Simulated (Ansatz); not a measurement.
# ClH3OSn: molecular dynamics

Aim: follow the molecule's vibrations and see whether its bonds hold. The start is relaxed first. Runs: 500 steps of 0.5 fs at constant energy, with velocities drawn for 1500 K. SMILES of the start: [OH][SnH2][Cl].

Method: RHF/def2-SVP, in Ansatz 0.2.0.

### 1 The structure to begin with

Bond lengths: Sn1–O2 1.960 Å, O2–H3 1.010 Å, Sn1–H4 1.740 Å, Sn1–H5 1.739 Å, Sn1–Cl6 2.408 Å. Angles: Sn1–O2–H3 109.5°, O2–Sn1–H4 109.4°, O2–Sn1–H5 109.5°, O2–Sn1–Cl6 109.5°, H4–Sn1–H5 109.5°, H4–Sn1–Cl6 109.5°, H5–Sn1–Cl6 109.5°.

As a file:

```xyz
6

Sn    0.0000    0.0000    0.0000
O     0.0000    0.0000    1.9600
H    -0.9095   -0.2814    2.2971
H     1.6408    0.0000   -0.5794
H    -0.8195    1.4198   -0.5794
Cl   -1.1351   -1.9666   -0.8025
```

### 2 Preparing the start

input.yaml reads:

```yaml
crystal:
  periodic: [false, false, false]
  atoms:
    - { symbol: Sn, position_ang: [0.0, 0.0, 0.0] }
    - { symbol: O, position_ang: [0.0, 0.0, 1.96] }
    - { symbol: H, position_ang: [-0.9095, -0.2814, 2.2971] }
    - { symbol: H, position_ang: [1.6408, 0.0, -0.5794] }
    - { symbol: H, position_ang: [-0.8195, 1.4198, -0.5794] }
    - { symbol: Cl, position_ang: [-1.1351, -1.9666, -0.8025] }
basis:
  gaussian: { orbitals: def2-SVP }
hamiltonian:
  xc: hf
relax:
  f_tol: 0.02
  max_steps: 40
output:
  orbitals: {}
```

Started as:

```sh
$ ansatz run input.yaml --threads 1 --pin off --max-ram 2048MiB --backend cpu --events-out ev --progress --plain --runs-dir out
```

Further steps of the session: The run.

Q: Predict the outcome of this session. Wanted: relaxation of the start; temperature, first and last step; temperature, second half; potential energy, second half; largest change of the total energy; bonds formed or broken.

As calculated:

```
                          quantity                           value
           relaxation of the start         5 moves, 0.226 eV lower
                            length             500 steps of 0.5 fs
  temperature, first and last step                  1500 and 418 K
          temperature, second half  mean 774 K, from 196 to 1344 K
     potential energy, second half     +63 meV/atom from the start
largest change of the total energy                   0.31 meV/atom
            bonds formed or broken                               0
```

**Reading.** The temperature starts at 1500 K and averages 774 K in the second half, where it ranges from 196 to 1344 K. About half is expected from a start at a minimum: kinetic energy passes into potential energy until both shares match. The total energy strays from its start by at most 0.31 meV/atom, 0.4 % of the mean kinetic energy, so a step of 0.5 fs is short enough over this time. No bond forms or breaks. A run of 250 fs with 6 atoms shows the motion but fixes no equilibrium value. The nuclei move classically, without zero-point motion, which matters most for hydrogen.
